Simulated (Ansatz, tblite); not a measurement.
# The cluster Mg3Al3+: rung by rung

An exercise on one series of results from a longer session: the logs are not shown, and one member is left open.

Program: Ansatz 0.2.0, Gaussian basis. Level of theory: as each input shows. These are calculated values, not measurements.

Levels to be run: GFN1-xTB, GFN2-xTB, PBE-D4/def2-TZVP, r2SCAN-D4/def2-TZVP, B3LYP-D4/def2-TZVP, r2SCAN0-D4/def2-TZVP, HSE06-D4/def2-TZVP, PBE-D4/def2-SVP, PBE0-D4/def2-SVP, HF/STO-3G, CCSD(T)/def2-TZVPP, MP2/def2-TZVP.

2 further runs of the same task are left out: 2 set aside as unsound or not needed. Runs told in other sessions of the task aren't counted.

**The structure**

The geometry is that of the singlet, from an earlier relaxation (PBE0-D4/def2-SVP). At that level it is the lowest of the isomers that a small search found.

6 atoms, charge 1, spin multiplicity 1.

Bond lengths: Al1–Al2 2.654 Å, Al1–Al3 2.654 Å, Al1–Mg4 2.747 Å, Al1–Mg6 2.747 Å, Al2–Al3 2.654 Å, Al2–Mg4 2.747 Å, Al2–Mg5 2.747 Å, Al3–Mg5 2.748 Å, Al3–Mg6 2.748 Å. Angles: Al2–Al1–Al3 60.0°, Al2–Al1–Mg4 61.1°, Al2–Al1–Mg6 121.1°, Al3–Al1–Mg4 121.1°, Al3–Al1–Mg6 61.1°, Mg4–Al1–Mg6 177.7°, Al1–Al2–Al3 60.0°, Al1–Al2–Mg4 61.1°, Al1–Al2–Mg5 121.1°, Al3–Al2–Mg4 121.1°, Al3–Al2–Mg5 61.1°, Mg4–Al2–Mg5 177.7°, Al1–Al3–Al2 60.0°, Al1–Al3–Mg5 121.1°, Al1–Al3–Mg6 61.1°, Al2–Al3–Mg5 61.1°, Al2–Al3–Mg6 121.1°, Mg5–Al3–Mg6 177.8° and more.

The ion is computed in the gas phase, without counter-ions or solvent.

PBE0-D4/def2-TZVP was run before; its log isn't repeated, and its numbers join the tables.

Set-up of the first run:

Tight binding, by tblite at 300 K electronic temperature and without a spin-polarisation term:

```python
tblite.interface.Calculator('GFN1-xTB', numbers, positions, charge=1, uhf=0).singlepoint()
```

Tight binding, by tblite at 300 K electronic temperature and without a spin-polarisation term:

```python
tblite.interface.Calculator('GFN2-xTB', numbers, positions, charge=1, uhf=0).singlepoint()
```

start.molden holds the orbitals of an earlier run on this state, given as this run's starting guess.

Input file in.yaml:

```yaml
crystal:
  periodic: [false, false, false]
  atoms:
    - {symbol: Al, position_ang: [1.004692, -1.156100, 0.037528]}
    - {symbol: Al, position_ang: [-1.504159, -0.290743, 0.018826]}
    - {symbol: Al, position_ang: [0.499864, 1.447997, -0.054125]}
    - {symbol: Mg, position_ang: [-1.034000, -2.995191, 0.116196]}
    - {symbol: Mg, position_ang: [-2.080651, 2.392960, -0.078337]}
    - {symbol: Mg, position_ang: [3.114254, 0.601078, -0.040098]}
basis:
  gaussian: {orbitals: def2-TZVP, initial_orbitals: start.molden}
total_charge: 1
hamiltonian: {xc: pbe, dispersion: d4}
scf: {omitted_lower_state_checks: [starts]}
output: {forces: true, orbitals: {seedname: orbitals}}
```

Run with:

```
> ansatz run in.yaml --threads 4 --pin off --events-out ev --progress --plain --max-ram 4787MiB
```

Steps of the session up to this table: PBE-D4/def2-TZVP; r2SCAN-D4/def2-TZVP; B3LYP-D4/def2-TZVP; r2SCAN0-D4/def2-TZVP; HSE06-D4/def2-TZVP; PBE-D4/def2-SVP; PBE0-D4/def2-SVP; HF/STO-3G; CCSD(T)/def2-TZVPP; MP2/def2-TZVP.

One table of the session follows, with a row left open; its other results are not shown here.

| level | HOMO (eV) | gap (eV) |
| --- | --- | --- |
| HF/STO-3G | -1.64 | 5.25 |
| PBE-D4/def2-SVP | -7.71 | 1.04 |
| PBE-D4/def2-TZVP | -7.67 | 1.06 |
| r2SCAN-D4/def2-TZVP | -7.76 | 1.25 |
| B3LYP-D4/def2-TZVP | -7.97 | 1.81 |
| PBE0-D4/def2-SVP | -8.21 | 2.11 |
| PBE0-D4/def2-TZVP | ? | ? |
| r2SCAN0-D4/def2-TZVP | -8.24 | 2.26 |
| HSE06-D4/def2-TZVP | -7.83 | 1.46 |

**Question.** Estimate the row for PBE0-D4/def2-TZVP.

The run gave: HOMO (eV): -8.17; gap (eV): 2.14. In the column «HOMO (eV)» it lies between PBE0-D4/def2-SVP (-8.21) and B3LYP-D4/def2-TZVP (-7.97).
